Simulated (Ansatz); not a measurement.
# C3H11InO: a ladder of functionals and wavefunction methods

An exercise on one series of results from a longer session: the logs are not shown, and one member is left open.

The runs use Ansatz 0.2.0, Gaussian basis; functionals in def2-TZVPP, the program's frozen cores in correlated methods.

Levels to be run: LDA (SPW92), PBE-D4, revPBE-D4, BLYP-D4, r2SCAN-D4, B97M-V, PBE0-D4, B3LYP-D4, r2SCANh-D4, r2SCAN0-D4, HSE06-D4, BHLYP-D4, CAM-B3LYP-D4, LC-ωPBE, ωB97X-V, ωB97M-V, B2PLYP, PBE-QIDH; CCSD(T)/def2-SVP; MP2/def2-TZVPP; MP2/def2-QZVPP; RPA on PBE.

## The relaxed structure

An earlier PBE0-D4 in a triple-zeta def2 set relaxation fixed the geometry. In takes the def2 core potential; no spin-orbit term is included.

SMILES `C[OH+][InH-]([CH3])[CH3]`, 16 atoms, charge 0, spin multiplicity 1.

Atoms are counted from 1 here; the program's logs count them from 0.

Bond lengths: C1–O2 1.423 Å, C1–H6 1.093 Å, C1–H7 1.093 Å, C1–H8 1.089 Å, O2–In3 2.434 Å, O2–H9 0.961 Å, In3–C4 2.162 Å, In3–C5 2.172 Å, In3–H10 1.746 Å, C4–H11 1.092 Å, C4–H12 1.091 Å, C4–H13 1.093 Å, C5–H14 1.093 Å, C5–H15 1.092 Å, C5–H16 1.092 Å. Angles: O2–C1–H6 110.7°, O2–C1–H7 111.6°, O2–C1–H8 106.7°, H6–C1–H7 110.0°, H6–C1–H8 108.9°, H7–C1–H8 108.9°, C1–O2–In3 120.4°, C1–O2–H9 109.9°, In3–O2–H9 107.4°, O2–In3–C4 97.5°, O2–In3–C5 95.7°, O2–In3–H10 89.5°, C4–In3–C5 119.6°, C4–In3–H10 120.5°, C5–In3–H10 118.3°, In3–C4–H11 111.3°, In3–C4–H12 110.4°, In3–C4–H13 110.4° and more.

The first run:

File in.yaml:

```yaml
crystal:
  periodic: [false, false, false]
  atoms:
    - {symbol: C, position_ang: [-1.147282, 0.885313, 1.676790]}
    - {symbol: O, position_ang: [0.216258, 0.988692, 1.284644]}
    - {symbol: In, position_ang: [0.972501, 0.017541, -0.814883]}
    - {symbol: C, position_ang: [1.538328, -1.921029, -0.041960]}
    - {symbol: C, position_ang: [-0.921833, 0.246483, -1.852333]}
    - {symbol: H, position_ang: [-1.292246, 1.295340, 2.679191]}
    - {symbol: H, position_ang: [-1.809184, 1.389044, 0.967666]}
    - {symbol: H, position_ang: [-1.389592, -0.176127, 1.692067]}
    - {symbol: H, position_ang: [0.489158, 1.910485, 1.290691]}
    - {symbol: H, position_ang: [2.155681, 1.293529, -0.961514]}
    - {symbol: H, position_ang: [0.660239, -2.525612, 0.193126]}
    - {symbol: H, position_ang: [2.141349, -1.809719, 0.861002]}
    - {symbol: H, position_ang: [2.134178, -2.465850, -0.778187]}
    - {symbol: H, position_ang: [-0.809276, -0.048104, -2.898889]}
    - {symbol: H, position_ang: [-1.697015, -0.386242, -1.414358]}
    - {symbol: H, position_ang: [-1.263965, 1.283654, -1.838855]}
basis:
  gaussian: {orbitals: def2-TZVPP}
hamiltonian: {xc: lda}
output: {orbitals: {seedname: orbitals}}
```

Launch:

```sh
$ ansatz run in.yaml --threads 4 --pin off --events-out ev --progress --plain --max-ram 11315MiB
```

Among the steps run: LDA; PBE-D4 (GGA); revPBE-D4 (GGA); BLYP-D4 (GGA); r2SCAN-D4 (meta-GGA); B97M-V (meta-GGA); PBE0-D4 (hybrid); B3LYP-D4 (hybrid); r2SCANh-D4 (hybrid); r2SCAN0-D4 (hybrid); HSE06-D4 (hybrid); BHLYP-D4 (hybrid); CAM-B3LYP-D4 (range-separated); LC-ωPBE (range-separated); ωB97X-V (range-separated); ωB97M-V (range-separated); B2PLYP (double hybrid); PBE-QIDH (double hybrid).

One of the session's tables, all rows but one given; the rest of the session is left out.

It belongs to the step «Orbital energies across the functionals». 

| functional | HOMO (eV) | gap (eV) |
| --- | --- | --- |
| LDA (SPW92) | -5.71 | 4.49 |
| PBE-D4 | -5.53 | 4.53 |
| revPBE-D4 | -5.46 | 4.56 |
| BLYP-D4 | -5.37 | 4.40 |
| r2SCAN-D4 | -5.74 | 5.22 |
| B97M-V | -5.79 | 4.93 |
| PBE0-D4 | -6.67 | 6.47 |
| B3LYP-D4 | -6.45 | 5.95 |
| r2SCANh-D4 | -6.17 | 5.90 |
| r2SCAN0-D4 | ? | ? |
| HSE06-D4 | -6.27 | 5.72 |
| BHLYP-D4 | -7.70 | 8.12 |
| CAM-B3LYP-D4 | -7.98 | 8.52 |
| LC-ωPBE | -9.33 | 10.98 |
| ωB97X-V | -8.97 | 10.46 |
| ωB97M-V | -8.86 | 9.90 |

Estimate the missing values for r2SCAN0-D4.

Worked estimate for «HOMO (eV)». Against the share of exact exchange, r2SCAN-D4 (0, -5.74), r2SCANh-D4 (0.1, -6.17) give a slope of -4.30 per unit share; at 0.25 the line stands at -6.81.

The run gave: HOMO (eV): -6.82; gap (eV): 6.91. In «HOMO (eV)» the line misses by +0.01.
